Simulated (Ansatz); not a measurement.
# CH₄BFGe: a ladder of functionals and wavefunction methods

One table from this session's results is given with a row withheld; the runs are named, their logs left out.

The runs use Ansatz 0.2.0, Gaussian basis; functionals in def2-TZVPP, the program's frozen cores in correlated methods.

The runs, in order: LDA (SPW92), PBE-D4, revPBE-D4, BLYP-D4, r2SCAN-D4, B97M-V, PBE0-D4, B3LYP-D4, r2SCANh-D4, r2SCAN0-D4, HSE06-D4, BHLYP-D4, CAM-B3LYP-D4, LC-ωPBE, ωB97X-V, ωB97M-V, B2PLYP, PBE-QIDH; CCSD(T)/def2-SVP; CCSD(T)/def2-TZVPP; MP2/def2-QZVPP; extrapolation to the limit; RPA on PBE.

## The relaxed structure

The geometry comes from an earlier relaxation with PBE0-D4 in a triple-zeta def2 set; it is a stationary point, not always the lowest conformer.

SMILES `F[B]1[CH2][GeH2]1`, 8 atoms, charge 0, spin multiplicity 1.

Atoms are counted from 1 here; the program's logs count them from 0.

Bond lengths: F1–B2 1.314 Å, B2–C3 1.490 Å, B2–Ge4 1.992 Å, C3–Ge4 2.148 Å, C3–H5 1.088 Å, C3–H6 1.089 Å, Ge4–H7 1.530 Å, Ge4–H8 1.537 Å. Angles: F1–B2–C3 135.5°, F1–B2–Ge4 137.8°, C3–B2–Ge4 74.6°, B2–C3–Ge4 63.4°, B2–C3–H5 119.8°, B2–C3–H6 123.7°, Ge4–C3–H5 92.6°, Ge4–C3–H6 133.5°, H5–C3–H6 112.8°, B2–Ge4–C3 42.0°, B2–Ge4–H7 126.0°, B2–Ge4–H8 122.0°, C3–Ge4–H7 102.9°, C3–Ge4–H8 119.8°, H7–Ge4–H8 110.9°.

Set-up of the first run:

in.yaml reads:

```yaml
crystal:
  periodic: [false, false, false]
  atoms:
    - {symbol: F, position_ang: [-1.002428, 1.127492, 1.872939]}
    - {symbol: B, position_ang: [-0.542959, 0.743824, 0.702821]}
    - {symbol: C, position_ang: [0.805298, 0.597318, 0.085682]}
    - {symbol: Ge, position_ang: [-0.676409, -0.849858, -0.484001]}
    - {symbol: H, position_ang: [0.965647, 0.911212, -0.943964]}
    - {symbol: H, position_ang: [1.729282, 0.539090, 0.658259]}
    - {symbol: H, position_ang: [-0.590641, -0.842769, -2.011276]}
    - {symbol: H, position_ang: [-0.595688, -2.283510, 0.063739]}
basis:
  gaussian: {orbitals: def2-TZVPP}
hamiltonian: {xc: lda}
output: {orbitals: {seedname: orbitals}}
```

On the command line:

```console
> ansatz run in.yaml --threads 2 --pin off --events-out ev --progress --plain --max-ram 4352MiB
```

Among the steps run: LDA; PBE-D4 (GGA); revPBE-D4 (GGA); BLYP-D4 (GGA); r2SCAN-D4 (meta-GGA); B97M-V (meta-GGA); PBE0-D4 (hybrid); B3LYP-D4 (hybrid); r2SCANh-D4 (hybrid); r2SCAN0-D4 (hybrid); HSE06-D4 (hybrid); BHLYP-D4 (hybrid); CAM-B3LYP-D4 (range-separated); LC-ωPBE (range-separated); ωB97X-V (range-separated); ωB97M-V (range-separated); B2PLYP (double hybrid); PBE-QIDH (double hybrid).

One table of the session follows, with a row left open; its other results are not shown here.

It belongs to the step «Orbital energies across the functionals». 

| functional | HOMO (eV) | gap (eV) |
| --- | --- | --- |
| LDA (SPW92) | -6.01 | 3.67 |
| PBE-D4 | -5.85 | 3.73 |
| revPBE-D4 | -5.79 | 3.76 |
| BLYP-D4 | -5.72 | 3.73 |
| r2SCAN-D4 | ? | ? |
| B97M-V | -6.06 | 4.21 |
| PBE0-D4 | -6.87 | 5.63 |
| B3LYP-D4 | -6.69 | 5.23 |
| r2SCANh-D4 | -6.44 | 4.85 |
| r2SCAN0-D4 | -7.01 | 5.88 |
| HSE06-D4 | -6.48 | 4.85 |
| BHLYP-D4 | -7.75 | 7.44 |
| CAM-B3LYP-D4 | -8.11 | 7.93 |
| LC-ωPBE | -9.35 | 10.31 |
| ωB97X-V | -9.04 | 9.90 |
| ωB97M-V | -8.92 | 9.59 |

Q: Estimate the row for r2SCAN-D4 from the others.

Worked estimate for «HOMO (eV)». Against the share of exact exchange, r2SCANh-D4 (0.1, -6.44), r2SCAN0-D4 (0.25, -7.01) give a slope of -3.80 per unit share; at 0 the line stands at -6.06.

**Answer.** HOMO (eV): -6.06; gap (eV): 4.16. In «HOMO (eV)» the line misses by 0.00.
